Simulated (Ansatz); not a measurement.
# CH10FNOSi: the cost of one run

Method: UKS PBE0-D4/STO-3G, in Ansatz 0.2.0.

### 1 The starting structure

Bond lengths: Si1–C2 2.173 Å, Si1–H3 1.488 Å, Si1–H4 1.456 Å, Si1–N5 1.717 Å, Si1–F7 2.004 Å, C2–H10 1.092 Å, C2–H11 1.092 Å, C2–H12 1.089 Å, N5–H13 1.005 Å, N5–H14 1.003 Å, O9–H15 0.958 Å. Angles (14 of 19 angles, heavy atoms first): C2–Si1–N5 117.0°, C2–Si1–F7 85.7°, N5–Si1–F7 83.1°, Si1–C2–H10 122.4°, Si1–C2–H11 122.8°, Si1–C2–H12 85.7°, C2–Si1–H3 90.7°, C2–Si1–H4 109.0°, H3–Si1–N5 96.2°, H3–Si1–F7 175.6°, H4–Si1–N5 129.2°, H4–Si1–F7 79.9°, Si1–N5–H13 121.9°, Si1–N5–H14 118.7°.

Coordinates:

```xyz
15

Si   -0.8027   -0.4900   -0.7444
C     1.3470   -0.1701   -0.7270
H    -0.8901    0.0531   -2.1267
H    -1.0699   -1.9113   -0.9130
N    -1.7770    0.7173   -0.0076
H    -0.0375   -0.1667    1.6489
F    -0.5736   -1.1172    1.1452
H     0.9006    0.4898    0.4227
O     0.7374    0.8411    1.6396
H     1.7991    0.7815   -1.0134
H     2.0264   -0.7488   -0.0976
H     1.3559   -0.7283   -1.6618
H    -2.1631    0.5987    0.9122
H    -2.3841    1.2662   -0.5872
H     1.5316    0.5848    2.1101
```

### 2 Run 1

150 steps of 0.5 fs at constant energy, with velocities drawn for 1000 K.

File input.yaml:

```yaml
crystal:
  periodic: [false, false, false]
  atoms:
    - { symbol: Si, position_ang: [-0.8027, -0.49, -0.7444] }
    - { symbol: C, position_ang: [1.347, -0.1701, -0.727] }
    - { symbol: H, position_ang: [-0.8901, 0.0531, -2.1267] }
    - { symbol: H, position_ang: [-1.0699, -1.9113, -0.913] }
    - { symbol: "N", position_ang: [-1.777, 0.7173, -0.0076] }
    - { symbol: H, position_ang: [-0.0375, -0.1667, 1.6489] }
    - { symbol: F, position_ang: [-0.5736, -1.1172, 1.1452] }
    - { symbol: H, position_ang: [0.9006, 0.4898, 0.4227] }
    - { symbol: O, position_ang: [0.7374, 0.8411, 1.6396] }
    - { symbol: H, position_ang: [1.7991, 0.7815, -1.0134] }
    - { symbol: H, position_ang: [2.0264, -0.7488, -0.0976] }
    - { symbol: H, position_ang: [1.3559, -0.7283, -1.6618] }
    - { symbol: H, position_ang: [-2.1631, 0.5987, 0.9122] }
    - { symbol: H, position_ang: [-2.3841, 1.2662, -0.5872] }
    - { symbol: H, position_ang: [1.5316, 0.5848, 2.1101] }
magnetization:
  spin_polarized: true
basis:
  gaussian: { orbitals: STO-3G }
hamiltonian:
  xc: pbe0
  dispersion: d4
md:
  timestep: 0.5
  n_steps: 150
  ensemble: nve
  temperature: 1000.0
  initial_velocities: maxwell_boltzmann
  seed: 623609
```

Command:

```console
$ ansatz run input.yaml --threads 1 --pin off --max-ram 2048MiB --backend cpu --events-out ev --progress --plain --runs-dir out
```

Q: Estimate wall time and peak memory on 1 thread of an x86-64 CPU, shared host.

About 5.5 min, with a peak of 0.17 GiB.
